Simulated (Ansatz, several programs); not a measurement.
Kesterite Ag₂MgSnSe₄, relaxed with PBE in Ansatz (plane waves, PAW): the symmetry is I-4 (No. 82, tetragonal); a = 6.145 Å, c = 11.943 Å in the conventional setting, 28.19 Å³ an atom. Ag has 4 Se at 2.69 Å; Ag has 4 Se at 2.66 Å; Mg has 4 Se at 2.60 Å; Sn has 4 Se at 2.59 Å; Se has 1 Sn at 2.59 Å and 1 Mg at 2.60 Å and 2 Ag at 2.66–2.69 Å. The cell was then scaled with its shape and fractional coordinates held, which makes it stiffer than a relaxed compression. Values at 0 K without nuclear motion; spin polarisation is off, and the phase may be a hypothetical one.

| V (Å³/atom) | E (meV/atom) |
| --- | --- |
| 26.498 | 16.33 |
| 28.190 | 0.00 |
| 29.035 | 3.49 |
| 29.881 | 13.12 |

(1) Pass a cubic E = c₀ + c₁u + c₂u² + c₃u³, with u = V − 28.401 Å³, through these points.

(2) Where is the minimum, and what bulk modulus follows?

(3) Predict the energy and the pressure at the withheld volume, 27.344 Å³.

Answers

(1) c₀ = 0.23, c₁ = +2.150, c₂ = 4.932, c₃ = -0.3379 (meV and Å³).

(2) dE/du = 0 at u = -0.213, so V₀ = 28.19 Å³. B = V₀ d²E/dV² = 28.19 × (2c₂ + 6c₃u) = 28.19 × 10.297 = 290 meV/Å³, and 1 meV/Å³ is 0.16022 GPa: 47 GPa. A third-order Birch-Murnaghan fit to all five points gives 28.18 Å³ and 46 GPa.

(3) With u = -1.057: E ≈ 3.87 meV and P = −dE/dV ≈ +1.51 GPa. The run gives 3.82 meV and, from its stress, +1.50 GPa.
